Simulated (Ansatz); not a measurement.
**GaCuC4N4: one candidate of a structure search**

Where does this trial cell of GaCuC4N4 go when cell and atoms are let free?

Method: DFT PBE, scalar-relativistic, plane waves, PAW, in Ansatz 0.2.0.

## (1) The starting structure

It takes space group P-43m (No. 215, cubic). Conventional cell: a = 5.857 Å, b = 5.857 Å, c = 5.857 Å, α = 90.00°, β = 90.00°, γ = 90.00°. Ga (site symmetry -43m) has 4 N at 1.99 Å in its first shell of neighbours. Cu (site symmetry -43m) has 4 C at 1.92 Å in its first shell of neighbours. Around C (site symmetry 3m) lie 1 N at 1.17 Å and 1 Cu at 1.92 Å. N (site symmetry 3m) has 1 C at 1.17 Å and 1 Ga at 1.99 Å in its first shell of neighbours.

Coordinates:

```
CELL_PARAMETERS angstrom
5.85664 0.00000 0.00000
0.00000 5.85664 0.00000
0.00000 0.00000 5.85664
ATOMIC_POSITIONS crystal
Ga 0.50000 0.50000 0.50000
Cu 0.00000 0.00000 0.00000
C 0.18898 0.18898 0.18898
C 0.18898 0.81102 0.81102
C 0.81102 0.18898 0.81102
C 0.81102 0.81102 0.18898
N 0.30432 0.30432 0.30432
N 0.30432 0.69568 0.69568
N 0.69568 0.30432 0.69568
N 0.69568 0.69568 0.30432
```

The cell is invented: two interpenetrating cyanide-bridged diamond nets (P-43m, No. 215). Lengths come from tabulated atomic sizes and are only a guess.

## (2) The guess as it stands, on a coarse mesh

File input.yaml:

```yaml
crystal:
  lattice:
    - [5.85664113, 0.0, 0.0]
    - [0.0, 5.85664113, 0.0]
    - [0.0, 0.0, 5.85664113]
  atoms:
    - { symbol: Ga, position: [0.5, 0.5, 0.5] }
    - { symbol: Cu, position: [0.0, 0.0, 0.0], spin: 1.0 }
    - { symbol: C, position: [0.18897871, 0.18897871, 0.18897871] }
    - { symbol: C, position: [0.18897871, 0.81102129, 0.81102129] }
    - { symbol: C, position: [0.81102129, 0.18897871, 0.81102129] }
    - { symbol: C, position: [0.81102129, 0.81102129, 0.18897871] }
    - { symbol: "N", position: [0.30431782, 0.30431782, 0.30431782] }
    - { symbol: "N", position: [0.30431782, 0.69568218, 0.69568218] }
    - { symbol: "N", position: [0.69568218, 0.30431782, 0.69568218] }
    - { symbol: "N", position: [0.69568218, 0.69568218, 0.30431782] }
basis:
  ecutwfc: 420
kpoints:
  mp_grid: { grid: [4, 4, 4] }
hamiltonian:
  xc: pbe
scf:
  occupations: { method: gaussian, width: 0.1 }
  lower_state_search: "off"
output:
  forces: true
  stress: true
  eigenvalues: true
  populations: true
magnetization:
  spin_polarized: true
```

Launch:

```sh
ansatz run input.yaml --threads 1 --pin off --max-ram 2560MiB --backend cpu --events-out ev --progress --plain --runs-dir out
```

The session goes on with these runs: a loose first relaxation; final relaxation.

What does the calculation give? Wanted: conventional cell; volume; energy over the elements; gap on the mesh.

As calculated:

```
                                                              quantity                                                                      value
                                symmetry at the end (tolerance 0.02 Å)                                                space group P-43m (No. 215)
                                                     conventional cell  a = 5.751 Å, b = 5.751 Å, c = 5.751 Å, α = 90.00°, β = 90.00°, γ = 90.00°
                                                                volume                                                              19.02 Å³/atom
energy over the elements (uncorrected; H, N, O, F and Cl as molecules)                                                              +0.29 eV/atom
                                                       gap on the mesh                                                                    4.02 eV
```

**Reading.** The space group P-43m (No. 215) is kept, and the volume per atom shrinks by 5.3 % from the first guess. With a positive formation energy it can't be a ground state. No finished test with a distortion of lower symmetry is shown, so the end may be a saddle point. Other magnetic orders were not searched.
